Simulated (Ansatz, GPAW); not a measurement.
# KSrCl$_{3}$ with GLLB-SC from a Python script

These are simulated results from GPAW 26.7.0, not measurements. The cell was built from a prototype and was relaxed with r2SCAN in plane waves (Ansatz 0.2.0). It may be hypothetical. All runs are without spin polarisation.

Space group Pm-3m (No. 221), cubic; a = 5.636 Å in the conventional setting, 35.81 Å³ an atom. Around K lie 12 Cl at 3.99 Å; around Sr lie 6 Cl at 2.82 Å; around Cl lie 2 Sr at 2.82 Å and 4 K at 3.99 Å.

GLLB-SC is a model potential. Its fundamental gap is the Kohn-Sham gap plus a derivative discontinuity, which the script evaluates at the band edges among the listed k points. Its total energy isn't variational and serves nothing here.

The script, run.py:

```python
import json
from ase import Atoms
from gpaw import GPAW, PW, FermiDirac

atoms = Atoms(['K', 'Sr', 'Cl', 'Cl', 'Cl'],
              cell=[[5.63620017, 0.0, 0.0], [0.0, 5.63620017, 0.0], [0.0, 0.0, 5.63620017]],
              scaled_positions=[[0.0, 0.0, 0.0], [0.5, 0.5, 0.5], [0.5, 0.5, 0.0], [0.5, 0.0, 0.5], [0.0, 0.5, 0.5]],
              pbc=True)
calc = GPAW(mode=PW(400), xc='GLLBSC', kpts={'size': (4, 4, 4), 'gamma': True},
            occupations=FermiDirac(0.02), maxiter=100, legacy_gpaw=True, txt='gpaw.txt')
atoms.calc = calc
res = {'energy': atoms.get_potential_energy(force_consistent=True)}
res['electrons'] = calc.get_number_of_electrons()
res['k'] = calc.get_ibz_k_points().tolist()
res['levels'] = [calc.get_eigenvalues(kpt=i).tolist() for i in range(len(res['k']))]
points = [[0.0, 0.0, 0.0], [0.0, 0.5, 0.0], [0.5, 0.5, 0.0], [0.5, 0.5, 0.5]]
bands = calc.fixed_density(kpts=points, symmetry='off', nbands=round(res['electrons']) // 2 + 6, convergence={'bands': -2}, txt='bands.txt')
res['points'] = [bands.get_eigenvalues(kpt=i).tolist() for i in range(len(points))]
homo, lumo = bands.get_homo_lumo()
potential = calc.hamiltonian.xc.response.calculate_discontinuity_potential(homo, lumo)
res['discontinuity'] = bands.hamiltonian.xc.response.calculate_discontinuity(potential)
json.dump(res, open('results.json', 'w'))
print('free energy (eV):', round(res['energy'], 5))
```

Command: `python run.py`. It took 30 s on 1 thread of Arm Neoverse V2 (shared host), peak memory 0.22 GiB.

The log gpaw.txt, trimmed of paths, versions and times, then the last line on the terminal. An iter line gives the energy in eV and the logarithms of the changes of orbitals (plane waves alone) and density (c: converged):

```
___ ___ ___ _ _ _
 |   |   |_  | | | |

 | | | | | . | | | |

 |__ |  _|___|_____|  26.7.0
 |___|_|

Input parameters:
  kpts: {gamma: True,
         size: (4, 4, 4)}
  maxiter: 100
  mode: {ecut: 400.0,
         name: pw}
  occupations: {fixmagmom: False,
                name: fermi-dirac,
                width: 0.02}
  xc: GLLBSC

System changes: positions, numbers, cell, pbc, initial_charges, initial_magmoms

Initialize ...

species:
  K:
    name:    Potassium
    Z:       19.0
    valence: 9
    core:    10
    charge:  0.0  # [|e|]
    compensation charges:
      type: gauss
      rc: 0.35  # [Å]
      lmax: 2
    cutoffs:
      filter: 1.91  # [Å]
      core: 1.27  # [Å]
    projectors
    | kind |    occ | energy [eV] | rcut [Å] |

    |------|--------|-------------|----------|

    |   3s |  2.000 |     -35.517 |    1.122 |

    |   4s |  1.000 |      -3.176 |    1.122 |

    |   3p |  6.000 |     -18.819 |    1.106 |

    |    p |        |       8.392 |    1.106 |

    |    d |        |       0.000 |    0.937 |

    Using partial waves for K as LCAO basis

  Sr:
    name:    Strontium
    Z:       38.0
    valence: 10
    core:    28
    charge:  0.0  # [|e|]
    compensation charges:
      type: gauss
      rc: 0.40  # [Å]
      lmax: 2
    cutoffs:
      filter: 2.39  # [Å]
      core: 1.82  # [Å]
    projectors
    | kind |    occ | energy [eV] | rcut [Å] |

    |------|--------|-------------|----------|

    |   4s |  2.000 |     -40.757 |    1.291 |

    |   5s |  2.000 |      -5.012 |    1.291 |

    |   4p |  6.000 |     -22.709 |    1.291 |

    |    p |        |       4.502 |    1.291 |

    |    d |        |       0.000 |    1.254 |

    Using partial waves for Sr as LCAO basis

  Cl:
    name:    Chlorine
    Z:       17.0
    valence: 7
    core:    10
    charge:  0.0  # [|e|]
    compensation charges:
      type: gauss
      rc: 0.25  # [Å]
      lmax: 2
    cutoffs:
      filter: 1.40  # [Å]
      core: 1.49  # [Å]
    projectors
    | kind |    occ | energy [eV] | rcut [Å] |

    |------|--------|-------------|----------|

    |   3s |  2.000 |     -24.525 |    0.794 |

    |   3p |  5.000 |     -12.463 |    0.794 |

    |    s |        |       2.686 |    0.794 |

    |    p |        |      14.748 |    0.794 |

    |    d |        |       0.000 |    0.794 |

    Using partial waves for Cl as LCAO basis

Reference energy: -140410.589128  # eV

Spin-paired calculation

Convergence criteria:
 Maximum [total energy] change in last 3 cyles: 0.0005 eV / valence electron
 Maximum integral of absolute [dens]ity change: 0.0001 electrons / valence electron
 Maximum integral of absolute [eigenst]ate change: 4e-08 eV^2 / valence electron
 Maximum number of scf [iter]ations: 100
 (Square brackets indicate name in SCF output, whereas a 'c' in
 the SCF output indicates the quantity has converged.)

Symmetries present (total): 48

  ( 1  0  0)  ( 1  0  0)  ( 1  0  0)  ( 1  0  0)  ( 1  0  0)  ( 1  0  0)
  ( 0  1  0)  ( 0  1  0)  ( 0  0  1)  ( 0  0  1)  ( 0  0 -1)  ( 0  0 -1)
  ( 0  0  1)  ( 0  0 -1)  ( 0  1  0)  ( 0 -1  0)  ( 0  1  0)  ( 0 -1  0)

  ( 1  0  0)  ( 1  0  0)  ( 0  1  0)  ( 0  1  0)  ( 0  1  0)  ( 0  1  0)
[... 24 lines left out ...]
  ( 0  0  1)  ( 0  0  1)  ( 0  0 -1)  ( 0  0 -1)  ( 0 -1  0)  ( 0 -1  0)
  ( 0  1  0)  ( 0 -1  0)  ( 0  1  0)  ( 0 -1  0)  ( 0  0  1)  ( 0  0 -1)

64 k-points: 4 x 4 x 4 Monkhorst-Pack grid + [1/8,1/8,1/8]
10 k-points in the irreducible part of the Brillouin zone
       k-points in crystal coordinates                weights
   0:     0.00000000    0.00000000    0.00000000          1/64
   1:     0.25000000    0.00000000    0.00000000          6/64
   2:     0.25000000    0.25000000    0.00000000         12/64
   3:     0.25000000    0.25000000    0.25000000          8/64
   4:     0.50000000    0.00000000    0.00000000          3/64
   5:     0.50000000    0.25000000    0.00000000         12/64
   6:     0.50000000    0.25000000    0.25000000         12/64
   7:     0.50000000    0.50000000    0.00000000          3/64
   8:     0.50000000    0.50000000    0.25000000          6/64
   9:     0.50000000    0.50000000    0.50000000          1/64

Wave functions: Plane wave expansion
  Cutoff energy: 400.000 eV
  Number of coefficients (min, max): 3184, 3294
  Pulay-stress correction: 0.000000 eV/Ang^3 (de/decut=0.000000)
  Using FFTW library
  ScaLapack parameters: grid=1x1, blocksize=None
  Wavefunction extrapolation:
    Improved wavefunction reuse through dual PAW basis

Occupation numbers: Fermi-Dirac:
  width: 0.0200  # eV

Eigensolver
   Davidson(niter=2)

Densities:
  Coarse grid: 27*27*27 grid
  Fine grid: 54*54*54 grid
  Total Charge: 0.000000

Density mixing:
  Method: separate
  Backend: msr1
  Linear mixing parameter: 0.05
  old densities: 10
  Width of damping distribution: 1.1
  Damping of long wavelength oscillations: 20

Hamiltonian:
  XC and Coulomb potentials evaluated on a 54*54*54 grid
  Using the GLLBSC Exchange-Correlation functional
  External potential:
    NoExternalPotential

XC parameters: GLLBSC functional being used consists of
  -----------------------------------------------------------------------
  | Weight | Module     | Description                                   |

  -----------------------------------------------------------------------
  |  1.000 | SCREENING  | GGA_X_PBE_SOL with 2 nearest neighbor stencil |

  |  1.000 | RESPONSE   | eps=0.0500 eV                                 |

  |  1.000 | XC         | GGA_C_PBE_SOL with 2 nearest neighbor stencil |

  -----------------------------------------------------------------------

Memory estimate:
  Process memory now: 116.70 MiB
  Calculator: 34.67 MiB
    Density: 12.09 MiB
      Arrays: 3.90 MiB
      Localized functions: 5.18 MiB
      Mixer: 3.00 MiB
    Hamiltonian: 2.69 MiB
      Arrays: 2.55 MiB
      XC: 0.00 MiB
      Poisson: 0.00 MiB
      vbar: 0.14 MiB
    Wavefunctions: 19.89 MiB
      Arrays psit_nG: 11.06 MiB
      Eigensolver: 1.43 MiB
      Projections: 0.22 MiB
      Projectors: 5.93 MiB
      PW-descriptor: 1.25 MiB

Total number of cores used: 1

Number of atoms: 5
Number of atomic orbitals: 22
Number of bands in calculation: 22
Number of valence electrons: 40
Bands to converge: occupied

... initialized

Initializing position-dependent things.

Density initialized from atomic densities
Creating initial wave functions:
  22 bands from LCAO basis set

    .-------------.
   /|             |

  / |             |

 *  |             |

 |  |             |

 | Cl     Sr      |

 |  |   Cl        |

 |  .-------------.
 | /      Cl     /
 |/             /
 K-------------*
Positions:
   0 K      0.000000    0.000000    0.000000    ( 0.0000,  0.0000,  0.0000)
   1 Sr     2.818100    2.818100    2.818100    ( 0.0000,  0.0000,  0.0000)
   2 Cl     2.818100    2.818100    0.000000    ( 0.0000,  0.0000,  0.0000)
   3 Cl     2.818100    0.000000    2.818100    ( 0.0000,  0.0000,  0.0000)
   4 Cl     0.000000    2.818100    2.818100    ( 0.0000,  0.0000,  0.0000)

Unit cell:
           periodic     x           y           z      points  spacing
  1. axis:    yes    5.636200    0.000000    0.000000    27     0.2087
  2. axis:    yes    0.000000    5.636200    0.000000    27     0.2087
  3. axis:    yes    0.000000    0.000000    5.636200    27     0.2087

  Lengths:   5.636200   5.636200   5.636200
  Angles:   90.000000  90.000000  90.000000

Effective grid spacing dv^(1/3) = 0.2087

iter:   1   -23.370034
iter:   2   -22.885051   -1.34  -1.23
iter:   3   -20.231871   -0.81  -1.22
iter:   4   -20.546411   -1.85  -1.31
iter:   5   -19.985316   -1.94  -1.59
iter:   6   -19.950315   -2.49  -1.88
iter:   7   -19.932709   -3.27  -1.87
iter:   8   -19.943634c  -3.72  -1.86
iter:   9   -19.918816   -3.57  -1.94
iter:  10   -19.893503   -3.59  -2.28
iter:  11   -19.895587   -4.75  -3.37
iter:  12   -19.894456c  -5.45  -3.51
iter:  13   -19.895380c  -6.02  -3.91
iter:  14   -19.895225c  -6.90  -4.08c
iter:  15   -19.895069c  -7.25  -4.42c
iter:  16   -19.895121c  -8.40c -4.77c

Converged after 16 iterations.

Energy contributions relative to reference atoms: (reference = -140410.589128)

Kinetic:        +41.105383
Potential:      -35.399555
External:        +0.000000
XC:             -24.446136
Entropy (-ST):   -0.000000
Local:           -1.154813
SIC:             +0.000000
--------------------------
Free energy:    -19.895121
Extrapolated:   -19.895121

GLLBSC response reference energy: -3.11979 eV (from HOMO)

Showing only first 2 kpts
 Kpt  Band  Eigenvalues  Occupancy
  0    18     -3.24473    2.00000
  0    19     -3.24473    2.00000
  0    20      3.21472    0.00000
  0    21      6.79319    0.00000

  1    18     -3.28487    2.00000
  1    19     -3.28487    2.00000
  1    20      3.71578    0.00000
  1    21      5.56570    0.00000

Fermi level: -1.74052

Gap: 6.335 eV
Transition (v -> c):
  (s=0, k=9, n=19, [0.50, 0.50, 0.50]) -> (s=0, k=0, n=20, [0.00, 0.00, 0.00])
Direct/indirect transitions are different
Direct gap: 6.459 eV
Transition at: (s=0, k=0, n=19, [0.00, 0.00, 0.00])

free energy (eV): -19.89512
```

The gap in the log is over the mesh alone; results.json adds the listed points. GLLB-SC gives a gap of 9.35 eV (6.335 eV Kohn-Sham over the listed points plus 3.011 eV discontinuity). On the same cell, plane-wave PBE (Ansatz, 4×4×4 k points and the special points) gives a gap of 4.48 eV and r2SCAN a gap of 5.19 eV; on shared hosts these took about 3.2 and 8.7 core-seconds on the 5-atom cell, against 30 for the script. Semilocal gaps usually lie below measured ones.

Spin-orbit coupling is left out.
